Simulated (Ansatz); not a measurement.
# Hf2: the cost of one run

Program: Ansatz 0.2.0, Gaussian basis. Level of theory: def2-TZVPP, core rule «outside noble gas», up to 8 orbitals frozen. These are calculated values, not measurements.

The runs, in order: UHF; CCSD(T) on RHF; CCSD(T) on UHF; CCSDT(Q) on RHF; CCSDT(Q) on UHF.

8 further runs of the same task are left out: 4 for a known fault of the program, 4 set aside as unsound or not needed.

### 1 The geometry

The geometry is a PBE0/def2-TZVP stationary point (not a proven minimum). No spin-orbit coupling is included. Elements past krypton take def2 core potentials.

2 atoms, charge 0, spin multiplicity 1.

Atoms are counted from 1 here; the program's logs count them from 0.

Bond lengths: Hf1–Hf2 2.567 Å.

### 2 UHF

Input file in.yaml:

```yaml
crystal:
  periodic: [false, false, false]
  atoms:
    - {symbol: Hf, position_ang: [0.000000, 0.000000, 0.000000]}
    - {symbol: Hf, position_ang: [0.000000, 0.000000, 2.566600]}
basis:
  gaussian: {orbitals: def2-TZVPP}
magnetization: {spin_polarized: true, initial_magnetization: 0}
hamiltonian: {xc: hf}
output: {orbitals: {seedname: orbitals}}
```

Started as:

```sh
$ ansatz run in.yaml --threads 1 --pin off --events-out ev --progress --plain --max-ram 4096MiB --backend cpu
```

Q: Estimate wall time and peak memory on 1 thread of AMD EPYC 7R13, shared host.

About 93 s, with a peak of 0.28 GiB.
